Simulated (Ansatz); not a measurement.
# GeH5N: the cost of one run

Method: PBE0-D4/def2-TZVP structures, single points in def2-TZVPP, no counterpoise correction; program: Ansatz 0.2.0, Gaussian basis.

Levels: SPW92, PBE-D4, BLYP-D4, r2SCAN-D4, B97M-V, PBE0-D4, B3LYP-D4, r2SCAN0-D4, BHLYP-D4, CAM-B3LYP-D4, wB97X-V, wB97M-V, B2PLYP, PBE-QIDH, RPA on PBE, Hartree-Fock, MP2, CCSD, CCSD(T).

Cores are frozen in the correlated methods. Filled d shells of the heavier atoms are correlated. B3LYP uses VWN-RPA correlation. B2PLYP carries no dispersion term here.

94 further runs of the same task are left out: 94 set aside as unsound or not needed.

### Step 1. Starting geometry

The complex: 11 atoms, charge 0, spin multiplicity 1.

Atoms are counted from 1 here; the program's logs count them from 0.

Bond lengths: Ge1–N2 1.847 Å, Ge1–H3 1.535 Å, Ge1–H4 1.535 Å, Ge1–H5 1.547 Å, N2–H8 1.011 Å, N2–H9 1.011 Å, H6–P7 1.421 Å, P7–H10 1.420 Å, P7–H11 1.420 Å. Angles: N2–Ge1–H3 106.7°, N2–Ge1–H4 106.7°, N2–Ge1–H5 114.0°, H3–Ge1–H4 111.2°, H3–Ge1–H5 109.1°, H4–Ge1–H5 109.1°, Ge1–N2–H8 113.5°, Ge1–N2–H9 113.5°, H8–N2–H9 107.9°, H6–P7–H10 93.7°, H6–P7–H11 93.7°, H10–P7–H11 93.2°.

As a file:

| atom | x (Å) | y (Å) | z (Å) |
| --- | --- | --- | --- |
| Ge1 | -0.7766 | 0.1512 | -1.5621 |
| N2 | 0.6035 | 1.1233 | -0.8126 |
| H3 | -0.3067 | -1.3090 | -1.6210 |
| H4 | -1.9847 | 0.3082 | -0.6281 |
| H5 | -1.1722 | 0.6134 | -2.9842 |
| H6 | 0.5606 | -0.2978 | 1.4345 |
| P7 | 0.0180 | -1.3496 | 2.2203 |
| H8 | 1.4695 | 1.0588 | -1.3309 |
| H9 | 0.3861 | 2.1035 | -0.6913 |
| H10 | -0.0898 | -0.5467 | 3.3863 |
| H11 | 1.2925 | -1.8552 | 2.5891 |

Its parts: GeNH₅ holds atoms 1, 2, 3, 4, 5, 8, 9; PH₃ holds atoms 6, 7, 10, 11. Each part counts its atoms afresh in its own runs.

### Step 2. Relaxing GeNH₅ alone

Input file relax-a/in.yaml:

```yaml
crystal:
  periodic: [false, false, false]
  atoms:
    - {symbol: Ge, position_ang: [-0.776643, 0.151153, -1.562067]}
    - {symbol: N, position_ang: [0.603524, 1.123292, -0.812591]}
    - {symbol: H, position_ang: [-0.306730, -1.309005, -1.620995]}
    - {symbol: H, position_ang: [-1.984699, 0.308232, -0.628062]}
    - {symbol: H, position_ang: [-1.172208, 0.613355, -2.984214]}
    - {symbol: H, position_ang: [1.469504, 1.058764, -1.330931]}
    - {symbol: H, position_ang: [0.386066, 2.103468, -0.691330]}
basis:
  gaussian: {orbitals: def2-TZVP}
hamiltonian: {xc: pbe0, dispersion: d4}
relax: {f_tol: 0.005, max_steps: 200}
```

Run with:

```bash
$ ansatz run in.yaml --threads 4 --pin off --events-out ev --progress --plain --max-ram 9574MiB
```

Q: Estimate wall time and peak memory on 4 threads of AMD EPYC, shared host.

About 13 s, with a peak of 0.52 GiB.
